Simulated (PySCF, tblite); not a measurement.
# C₂H₈AlNSi₂: geometry, infrared bands and NMR shifts

What infrared bands and NMR shifts should C₂H₈AlNSi₂ (`C#C[SiH2][N]([AlH2])[SiH3]`) show?

Computed with tblite 0.8.0 and PySCF 2.14.0, with density-fitted response routines of our own, on a single molecule in the gas phase. Atoms are numbered from 0 throughout.

## Step 1: The starting structure

14 atoms, charge 0, multiplicity 1; geometry from: force field or distance geometry start.

Bonds of the start (Å): C0–C1 1.22, C1–Si2 1.80, Si2–N3 1.77, N3–Al4 1.88, N3–Si5 1.77, C0–H6 1.06, Si2–H7 1.47, Si2–H8 1.46, Al4–H9 1.62, Al4–H10 1.61, Si5–H11 1.48, Si5–H12 1.44, Si5–H13 1.48.

## Step 2: Geometry optimisation with GFN2-xTB

The job: settings as JSON, then the geometry in Å.

```
{"job": {"kind": "relax", "xc": "GFN2-xTB", "basis": "xTB"}, "charge": 0, "multiplicity": 1}
C      3.380800     1.045100     0.443500
C      2.384300     0.345000     0.488800
Si     0.954600    -0.739900     0.588600
N     -0.519100    -0.003300    -0.055000
Al    -1.028000     1.639800     0.706200
Si    -1.845500    -1.132300    -0.383400
H      4.238800     1.659900     0.380000
H      1.259800    -1.966000    -0.154300
H      0.691600    -1.128300     1.976200
H     -2.581600     1.758500     1.144400
H     -0.248600     3.017700     0.412200
H     -1.253100    -2.456500    -0.700700
H     -2.765500    -0.723600    -1.415200
H     -2.669300    -1.316700     0.826700
```

Run with:

```bash
OMP_NUM_THREADS=1 python probes_run.py task.json out
```

This one command runs all jobs of the session in turn.

**Question.** This job is followed by: GFN2-xTB harmonic vibrations, gas phase; GIAO PBE0/pcSseg-1 NMR shielding, non-relativistic, gas phase. What will the session give for the following? strongest single infrared mode (GFN2-xTB); zero-point energy (GFN2-xTB); ¹³C shifts against TMS (PBE0/pcSseg-1); ¹H shifts against TMS (PBE0/pcSseg-1, means over atoms taken as alike); ²⁹Si shifts against TMS (PBE0/pcSseg-1); ¹⁵N shifts against NH3 (PBE0/pcSseg-1); ²⁷Al shifts against AlH4- (PBE0/pcSseg-1); surface potential, 1st and 99th percentile.

**Answer**, as computed:

| quantity | value |
| --- | --- |
| strongest single infrared mode (GFN2-xTB) | 2228 cm⁻¹, 686 km/mol |
| zero-point energy (GFN2-xTB) | 48.1 kcal/mol |
| ¹³C shifts against TMS (PBE0/pcSseg-1) | 109.0, 102.1 ppm |
| ¹H shifts against TMS (PBE0/pcSseg-1, means over atoms taken as alike) | 5.31, 4.84, 4.70, 2.88 ppm |
| ²⁹Si shifts against TMS (PBE0/pcSseg-1) | -53.7, -58.4 ppm |
| ¹⁵N shifts against NH3 (PBE0/pcSseg-1) | -4.1 ppm |
| ²⁷Al shifts against AlH4- (PBE0/pcSseg-1) | 75.3 ppm |
| surface potential, 1st and 99th percentile | -0.85 V and 2.11 V |

What this shows: Over 147 steps the energy fell by 0.808 eV; of the close pairs, C1–Si2 changed most, 1.798 to 1.881 Å. All 36 modes are real, so the xTB geometry is a minimum. The strongest single mode, at 2228 cm⁻¹, moves mainly H7 and H8. GFN2-xTB is a fitted tight-binding method: band positions and strengths are rough. Its intensities can rank the bands wrongly. At PBE0/pcSseg-1: The largest span, 303 ppm, is at C1, where the paramagnetic term is -186 ppm. At PBE0/pcSseg-1, counted by nearest atom on the grid, the HOMO lies on N3 46 %; H9, H10 about 16 % each, the LUMO on C1 31 %; C0 20 %.
